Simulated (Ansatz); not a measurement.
Working through harmonic frequencies at the relaxed geometry of C2H6BCl, SMILES CB(C)Cl

With the Ansatz DFT code, driven from Python.

The cells in order, each with its output:

**Cell 1**
```python
import warnings

import ansatz as az
import numpy as np
```

**Cell 2**
```python
BASIS = "def2-SVP"
FUNCTIONAL = "r2scan"
```

**Cell 3**
```python
warnings.simplefilter("ignore", az.DeckWarning)

mol = (
    az.Crystal.molecule()
    .atom("C", [-0.2644, 1.0923, -0.7394])
    .atom("B", [-0.3271, -0.3813, -0.2743])
    .atom("C", [0.5256, -0.8362, 0.9519])
    .atom("Cl", [-1.2899, -1.6071, -1.1628])
    .atom("H", [0.7205, 1.4204, -1.057])
    .atom("H", [-0.6617, 1.8046, 0.0751])
    .atom("H", [-0.9588, 1.2668, -1.6204])
    .atom("H", [-0.0636, -1.2383, 1.7466])
    .atom("H", [1.2813, -1.5995, 0.6801])
    .atom("H", [1.1213, 0.0273, 1.4031])
)
```

**Cell 4**
```python
calculation = mol.calculation().basis(gaussian=BASIS).functional(FUNCTIONAL)
symbols = [site.symbol for site in mol.cartesian_sites]
start = np.array([site.position_ang for site in mol.cartesian_sites], dtype=float)
def progress(event):
    if event["event"] == "relax_step":
        row = event["data"]
        print(f"step {row['step']:3d}  E = {row['lagrangian_ev']:.6f} eV  max force {row['allowed_force_max_ev_ang']:.4f} eV/A")
```

**Cell 5**
```python
summary = calculation.relax(force_tolerance=0.003, max_steps=100).session().plan().execute(on_event=progress).report
end = np.array(summary["positions_ang"])
```
Output:
```text
step   1  E = -15363.716592 eV  max force 2.5871 eV/A
step   2  E = -15363.881174 eV  max force 0.6989 eV/A
step   3  E = -15363.913695 eV  max force 0.2052 eV/A
step   4  E = -15363.915349 eV  max force 0.0256 eV/A
step   5  E = -15363.915412 eV  max force 0.0071 eV/A
step   6  E = -15363.915400 eV  max force 0.0159 eV/A
step   7  E = -15363.915416 eV  max force 0.0015 eV/A
```

**Cell 6**
```python
print("bond        before    after (A)")
for i, j in [(0, 1), (0, 4), (0, 5), (0, 6), (1, 2), (1, 3), (2, 7), (2, 8), (2, 9)]:
    d0, d1 = (np.linalg.norm(xyz[i] - xyz[j]) for xyz in (start, end))
    print(f"{symbols[i]}{i}-{symbols[j]}{j}".ljust(10), f"{d0:8.4f} {d1:8.4f}")
for i, j, k in [(1, 0, 4), (1, 0, 5), (1, 0, 6), (4, 0, 5), (4, 0, 6), (5, 0, 6), (0, 1, 2), (0, 1, 3)]:
    u, v = end[i] - end[j], end[k] - end[j]
    print(f"angle {symbols[i]}{i}-{symbols[j]}{j}-{symbols[k]}{k}: {np.degrees(np.arccos(np.clip(u @ v / np.linalg.norm(u) / np.linalg.norm(v), -1, 1))):.2f} deg")
```
Output:
```text
bond        before    after (A)
C0-B1        1.5465   1.5620
C0-H4        1.0856   1.1053
C0-H5        1.1527   1.1057
C0-H6        1.1353   1.0983
B1-C2        1.5613   1.5654
B1-Cl3       1.7942   1.7837
C2-H7        1.0679   1.1040
C2-H8        1.1080   1.1040
C2-H9        1.1420   1.1004
angle B1-C0-H4: 109.33 deg
angle B1-C0-H5: 108.93 deg
angle B1-C0-H6: 115.33 deg
angle H4-C0-H5: 104.77 deg
angle H4-C0-H6: 109.07 deg
angle H5-C0-H6: 108.87 deg
angle C0-B1-C2: 123.89 deg
angle C0-B1-Cl3: 118.98 deg
```

**Cell 7**
```python
# frequencies need a stationary point, so they are taken at the relaxed geometry
minimum = az.Crystal.molecule()
for symbol, xyz in zip(symbols, end):
    minimum = minimum.atom(symbol, xyz.tolist())
vibrating = (
    minimum.calculation()
    .basis(gaussian=BASIS)  # atom-centred Gaussian functions
    .functional(FUNCTIONAL)
    .phonons(temperatures=(100, 500, 100))
)
vib = vibrating.run(threads=1).report["vibrations"]
sums = vib["harmonic_sums"]
modes = [m["omega_inv_cm"] for m in sums["modes_at_gamma"] if m["rigid_motion"] == "no"]
print("frequencies (1/cm):", " ".join(f"{w:.0f}" for w in modes))
print("imaginary modes:", sum(w < 0 for w in modes), " zero-point energy:", round(sums["zero_point_energy_ev"], 4), "eV")
print("T (K)   F_vib (eV)   S_vib (meV/K)   C_vib (meV/K)")
for row in zip(sums["temperatures_k"], sums["vibrational_free_energy_ev"], vib["entropy_ev_per_k"], vib["heat_capacity_ev_per_k"]):
    print(f"{row[0]:6.1f} {row[1]:11.4f} {1000 * row[2]:13.4f} {1000 * row[3]:15.4f}")
```
Output:
```text
RunWarning: phonons: modes at or below zero, which the zero-point energy, F, S and C_V leave out: 1, the lowest at -67.97 cm⁻¹. A minimum has none, and a first-order saddle one
frequencies (1/cm): -68 67 290 307 371 587 681 812 833 908 1088 1154 1300 1326 1424 1427 1429 1432 3021 3029 3095 3113 3142 3161
imaginary modes: 1  zero-point energy: 2.1076 eV
T (K)   F_vib (eV)   S_vib (meV/K)   C_vib (meV/K)
 100.0      2.1032        0.1085          0.1384
 200.0      2.0849        0.2594          0.3192
 300.0      2.0508        0.4248          0.5107
 400.0      1.9997        0.5976          0.6970
 500.0      1.9313        0.7711          0.8590
```

Total energies depend on the basis set; only differences at equal settings carry meaning. Warnings are shown shortened and without file and line. The frequencies are harmonic and unscaled, in a modest basis. The result belongs to the one conformer reached from this start, and soft torsions count as harmonic oscillators. The script silences the warnings on its input, which a real study should read. Wall time of the script: 3.2 min on 1 thread of Arm Neoverse V1 (shared host), peak memory 0.22 GiB.

(Lines on the test bed's own set-up are left out of the output.)
